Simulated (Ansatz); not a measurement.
**CH6GeS (SMILES C[S][GeH3]) at 5 levels**

Aim: a comparison of 5 runs (HF/3-21G, HF/def2-TZVP, PBE0/6-31G, B3LYP/6-31G*, PBE0/def2-SVP) of CH6GeS. 

Program for the calculation: Ansatz 0.2.0.

4 further runs of the same task are left out: 3 for a known fault of the program, 1 set aside as unsound or not needed.

## (1) Starting point

The species is CH6GeS (9 atoms), meant as a singlet with charge 0. SMILES: `C[S][GeH3]`. The coordinates come from a PBE0-D4/def2-TZVP relaxation.

Bond lengths: C1–S2 1.813 Å, S2–Ge3 2.212 Å, C1–H4 1.090 Å, C1–H5 1.090 Å, C1–H6 1.090 Å, Ge3–H7 1.533 Å, Ge3–H8 1.540 Å, Ge3–H9 1.540 Å. Some angles: C1–S2–Ge3 99.2°, S2–C1–H4 111.3°, S2–C1–H5 106.7°, S2–C1–H6 111.3°, S2–Ge3–H7 106.6°, S2–Ge3–H8 109.9°, S2–Ge3–H9 109.9°, H4–C1–H5 108.7°, H4–C1–H6 109.9°, H5–C1–H6 108.7°.

## (2) Energy and forces at HF/3-21G (run 1)

The input, run.yaml:

```yaml
crystal:
  periodic: [false, false, false]
  atoms:
    - {symbol: C, position_ang: [-0.731400, 1.034600, -0.884800]}
    - {symbol: S, position_ang: [0.995800, 0.493000, -0.775100]}
    - {symbol: Ge, position_ang: [0.793200, -1.010500, 0.834400]}
    - {symbol: H, position_ang: [-1.388400, 0.211200, -1.166300]}
    - {symbol: H, position_ang: [-0.772000, 1.796300, -1.663400]}
    - {symbol: H, position_ang: [-1.069500, 1.475300, 0.053600]}
    - {symbol: H, position_ang: [2.192100, -1.592900, 1.068400]}
    - {symbol: H, position_ang: [-0.191300, -2.112600, 0.401600]}
    - {symbol: H, position_ang: [0.260000, -0.340700, 2.114300]}
basis:
  gaussian: {orbitals: 3-21G-spherical.json}
hamiltonian: {xc: hf}
accuracy: high
output: {forces: true, orbitals: {seedname: orbitals}}
```

The basis set 3-21G is read from a file made from the Basis Set Exchange's data (not shown).

Started as:

```bash
$ ansatz run run.yaml --threads 1 --pin off --max-ram 2610MiB --events-out events.jsonl --progress --plain --runs-dir runs
```

Standard output:

```text
Warning: RAYON_NUM_THREADS=1 ignored (pool sized by the plan → 1); use --threads N
Functional definition: HF
  name "HF"
  exchange = exact_x
  correlation = 0
1163 factors; integrals over basis functions are off by at most 8.1e-9 eV
mean field evaluation 1: about -68082.6597 eV, gradient 1.5e1 eV
mean field evaluation 2: about -68082.9328 eV, gradient 1.5e1 eV
mean field evaluation 4: about -68083.7382 eV, gradient 1.2e0 eV
mean field evaluation 8: about -68083.7439 eV, gradient 1.1e-3 eV
mean field -68083.74390548 eV, -2502.0314397072 hartree, gradient 8.2e-9 eV, S^2 0.000000; 0 other end points of the search recorded, 0 dependent functions left out
the calculation of the forces begins
reference -68083.74390548 eV, -2502.0314397072 hartree; 30, 30 occupied and 26, 26 virtual orbitals, 1163 factors
Total energy: -68083.74390548 eV, -2502.0314397072 hartree
Atom 0 at    -0.731400     1.034600    -0.884800 Å, force    -1.836735     0.818387    -0.362103 eV/Å
Atom 1 at     0.995800     0.493000    -0.775100 Å, force     1.504546     0.252049    -0.654316 eV/Å
Atom 2 at     0.793200    -1.010500     0.834400 Å, force     0.083755    -1.010927     1.023915 eV/Å
Atom 3 at    -1.388400     0.211200    -1.166300 Å, force     0.216718     0.288281     0.104692 eV/Å
Atom 4 at    -0.772000     1.796300    -1.663400 Å, force    -0.062388    -0.271835     0.297586 eV/Å
Atom 5 at    -1.069500     1.475300     0.053600 Å, force     0.105378    -0.158625    -0.327951 eV/Å
Atom 6 at     2.192100    -1.592900     1.068400 Å, force    -0.056175     0.021999    -0.007693 eV/Å
Atom 7 at    -0.191300    -2.112600     0.401600 Å, force     0.031133     0.063821    -0.004774 eV/Å
Atom 8 at     0.260000    -0.340700     2.114300 Å, force     0.013766    -0.003150    -0.069356 eV/Å
Dipole moment:    -0.369165    -0.150002     0.251785 e Å
```

It took 1.7 s on 1 thread of Arm Neoverse V1, shared host; peak memory 0.13 GiB.

## (3) Energy and forces at HF/def2-TZVP (run 2)

The input, input.yaml:

```yaml
crystal:
  periodic: [false, false, false]
  atoms:
    - symbol: C
      position_ang: [-0.731400, 1.034600, -0.884800]
    - symbol: S
      position_ang: [0.995800, 0.493000, -0.775100]
    - symbol: Ge
      position_ang: [0.793200, -1.010500, 0.834400]
    - symbol: H
      position_ang: [-1.388400, 0.211200, -1.166300]
    - symbol: H
      position_ang: [-0.772000, 1.796300, -1.663400]
    - symbol: H
      position_ang: [-1.069500, 1.475300, 0.053600]
    - symbol: H
      position_ang: [2.192100, -1.592900, 1.068400]
    - symbol: H
      position_ang: [-0.191300, -2.112600, 0.401600]
    - symbol: H
      position_ang: [0.260000, -0.340700, 2.114300]
basis:
  gaussian:
    orbitals: def2-TZVP
hamiltonian:
  xc: hf
accuracy: high
output: {forces: true, orbitals: {seedname: orbitals}}
```

Started as:

```bash
$ ansatz run input.yaml --threads 1 --pin off --max-ram 2610MiB --events-out events.jsonl --progress --plain --runs-dir runs
```

Standard output, cut to the lines that bear on the results:

```text
Warning: RAYON_NUM_THREADS=1 ignored (pool sized by the plan → 1); use --threads N
Functional definition: HF
  name "HF"
[...]
2753 factors; integrals over basis functions are off by at most 5.0e-9 eV
[...]
mean field -68417.51827088 eV, -2514.2974213955 hartree, gradient 2.5e-8 eV, S^2 0.000000; 0 other end points of the search recorded, 0 dependent functions left out
[...]
reference -68417.51827088 eV, -2514.2974213955 hartree; 30, 30 occupied and 122, 122 virtual orbitals, 2753 factors
Total energy: -68417.51827088 eV, -2514.2974213955 hartree
Atom 0 at    -0.731400     1.034600    -0.884800 Å, force    -0.399675     0.244526    -0.143299 eV/Å
Atom 1 at     0.995800     0.493000    -0.775100 Å, force     0.045348     0.015697    -0.028530 eV/Å
Atom 2 at     0.793200    -1.010500     0.834400 Å, force     0.068505    -0.157811     0.144455 eV/Å
Atom 3 at    -1.388400     0.211200    -1.166300 Å, force     0.199539     0.257671     0.090297 eV/Å
Atom 4 at    -0.772000     1.796300    -1.663400 Å, force    -0.032699    -0.224762     0.241080 eV/Å
Atom 5 at    -1.069500     1.475300     0.053600 Å, force     0.100464    -0.140212    -0.295006 eV/Å
Atom 6 at     2.192100    -1.592900     1.068400 Å, force    -0.043586    -0.006199     0.018168 eV/Å
Atom 7 at    -0.191300    -2.112600     0.401600 Å, force     0.041384     0.045284     0.024846 eV/Å
Atom 8 at     0.260000    -0.340700     2.114300 Å, force     0.020719    -0.034195    -0.052012 eV/Å
Dipole moment:    -0.302504    -0.034316     0.114557 e Å
```

It took 17 s on 1 thread of Arm Neoverse V1, shared host; peak memory 0.59 GiB.

## (4) Energy and gradient at PBE0/6-31G (run 3)

The input, in.yaml:

```yaml
crystal:
  periodic: [false, false, false]
  atoms:
    - {symbol: C, position_ang: [-0.731400, 1.034600, -0.884800]}
    - {symbol: S, position_ang: [0.995800, 0.493000, -0.775100]}
    - {symbol: Ge, position_ang: [0.793200, -1.010500, 0.834400]}
    - {symbol: H, position_ang: [-1.388400, 0.211200, -1.166300]}
    - {symbol: H, position_ang: [-0.772000, 1.796300, -1.663400]}
    - {symbol: H, position_ang: [-1.069500, 1.475300, 0.053600]}
    - {symbol: H, position_ang: [2.192100, -1.592900, 1.068400]}
    - {symbol: H, position_ang: [-0.191300, -2.112600, 0.401600]}
    - {symbol: H, position_ang: [0.260000, -0.340700, 2.114300]}
basis:
  gaussian: {orbitals: 6-31G-spherical.json}
accuracy: high
output: {forces: true, orbitals: {seedname: orbitals}}
hamiltonian: {xc: pbe0}
```

The basis set 6-31G is read from a file made from the Basis Set Exchange's data (not shown).

Started as:

```bash
$ ansatz run in.yaml --threads 1 --pin off --max-ram 2610MiB --events-out events.jsonl --progress --plain --runs-dir runs
```

Standard output, cut to the lines that bear on the results:

```text
Warning: RAYON_NUM_THREADS=1 ignored (pool sized by the plan → 1); use --threads N
Functional definition: PBE0
  name "PBE0"
[...]
1396 factors; integrals over basis functions are off by at most 6.7e-9 eV
[...]
mean field -68465.03438329 eV, -2516.0436063188 hartree, gradient 2.9e-8 eV, S^2 0.000000; 0 other end points of the search recorded, 0 dependent functions left out
[...]
reference -68465.03438600 eV, -2516.0436064183 hartree; 30, 30 occupied and 31, 31 virtual orbitals, 1396 factors
Total energy: -68465.03438600 eV, -2516.0436064183 hartree
Atom 0 at    -0.731400     1.034600    -0.884800 Å, force    -1.074935     0.430507    -0.159475 eV/Å
Atom 1 at     0.995800     0.493000    -0.775100 Å, force     1.345521     0.230938    -0.591023 eV/Å
Atom 2 at     0.793200    -1.010500     0.834400 Å, force     0.007345    -0.690693     0.712484 eV/Å
Atom 3 at    -1.388400     0.211200    -1.166300 Å, force    -0.090958    -0.017673    -0.011069 eV/Å
Atom 4 at    -0.772000     1.796300    -1.663400 Å, force    -0.070713     0.030499    -0.013435 eV/Å
Atom 5 at    -1.069500     1.475300     0.053600 Å, force    -0.077025     0.032023     0.035351 eV/Å
Atom 6 at     2.192100    -1.592900     1.068400 Å, force     0.006151    -0.001801     0.000452 eV/Å
Atom 7 at    -0.191300    -2.112600     0.401600 Å, force    -0.028332    -0.029575    -0.008687 eV/Å
Atom 8 at     0.260000    -0.340700     2.114300 Å, force    -0.017055     0.015775     0.035402 eV/Å
Dipole moment:    -0.360995    -0.101574     0.199481 e Å
```

It took 9.3 s on 1 thread of Arm Neoverse V1, shared host; peak memory 0.2 GiB.

Run 4 isn't shown in full; the table further down has it.

## (5) Energy and gradient at PBE0/def2-SVP (run 5)

The input, in.yaml:

```yaml
crystal:
  periodic: [false, false, false]
  atoms:
    - symbol: C
      position_ang: [-0.731400, 1.034600, -0.884800]
    - symbol: S
      position_ang: [0.995800, 0.493000, -0.775100]
    - symbol: Ge
      position_ang: [0.793200, -1.010500, 0.834400]
    - symbol: H
      position_ang: [-1.388400, 0.211200, -1.166300]
    - symbol: H
      position_ang: [-0.772000, 1.796300, -1.663400]
    - symbol: H
      position_ang: [-1.069500, 1.475300, 0.053600]
    - symbol: H
      position_ang: [2.192100, -1.592900, 1.068400]
    - symbol: H
      position_ang: [-0.191300, -2.112600, 0.401600]
    - symbol: H
      position_ang: [0.260000, -0.340700, 2.114300]
basis:
  gaussian: {orbitals: def2-SVP}
hamiltonian: {xc: pbe0}
accuracy: high
output: {forces: true, orbitals: {seedname: orbitals}}
```

Started as:

```bash
$ ansatz run in.yaml --threads 1 --pin off --max-ram 2610MiB --events-out events.jsonl --progress --plain --runs-dir runs
```

Standard output, cut to the lines that bear on the results:

```text
Warning: RAYON_NUM_THREADS=1 ignored (pool sized by the plan → 1); use --threads N
Functional definition: PBE0
  name "PBE0"
[...]
2082 factors; integrals over basis functions are off by at most 8.3e-9 eV
[...]
mean field -68465.13742364 eV, -2516.0473929820 hartree, gradient 6.9e-8 eV, S^2 0.000000; 0 other end points of the search recorded, 0 dependent functions left out
[...]
reference -68465.13742612 eV, -2516.0473930729 hartree; 30, 30 occupied and 64, 64 virtual orbitals, 2082 factors
Total energy: -68465.13742612 eV, -2516.0473930729 hartree
Atom 0 at    -0.731400     1.034600    -0.884800 Å, force     0.194767    -0.063795     0.020944 eV/Å
Atom 1 at     0.995800     0.493000    -0.775100 Å, force     0.186149     0.039377    -0.089966 eV/Å
Atom 2 at     0.793200    -1.010500     0.834400 Å, force    -0.007478    -0.065295     0.068834 eV/Å
Atom 3 at    -1.388400     0.211200    -1.166300 Å, force    -0.223133    -0.222260    -0.087270 eV/Å
Atom 4 at    -0.772000     1.796300    -1.663400 Å, force    -0.023075     0.214014    -0.216027 eV/Å
Atom 5 at    -1.069500     1.475300     0.053600 Å, force    -0.130396     0.139674     0.260370 eV/Å
Atom 6 at     2.192100    -1.592900     1.068400 Å, force     0.034113    -0.010867     0.002456 eV/Å
Atom 7 at    -0.191300    -2.112600     0.401600 Å, force    -0.021174    -0.038524    -0.002074 eV/Å
Atom 8 at     0.260000    -0.340700     2.114300 Å, force    -0.009773     0.007678     0.042732 eV/Å
Dipole moment:    -0.285640    -0.029940     0.105599 e Å
```

Wall time 12 s (1 thread of Arm Neoverse V1, shared host); peak memory 0.34 GiB.

## (6) Overview of the runs

```tsv
run	level	energy (Eh)	dipole moment (D)	HOMO energy (eV)	LUMO energy (eV)	wall time
1	HF/3-21G	-2502.031440	2.26	-9.65	3.32	1.7 s
2	HF/def2-TZVP	-2514.297421	1.56	-9.57	3.29	17 s
3	PBE0/6-31G	-2516.043606	2.04	-6.71	0.05	9.3 s
4	B3LYP/6-31G* (spherical functions)	-2516.675000	1.59	-6.37	0.00	13 s
5	PBE0/def2-SVP	-2516.047393	1.47	-6.67	0.45	12 s
```

## (7) What came out

```
                       quantity           value
            run 5: total energy  -2516.04739 Eh
           run 5: dipole moment          1.47 D
             run 5: HOMO energy        -6.67 eV
             run 5: LUMO energy         0.45 eV
           run 5: HOMO–LUMO gap         7.12 eV
run 5: largest force on an atom      0.327 eV/Å
```

The dipole moment (its size) runs from 1.47 D (PBE0/def2-SVP) to 2.26 D (HF/3-21G). The two ends differ in method and basis. The HOMO–LUMO gap runs from 6.37 eV (B3LYP/6-31G*) to 12.97 eV (HF/3-21G). Totals of different functionals can't be ranked against each other. All runs together took 54 s, the longest 17 s.
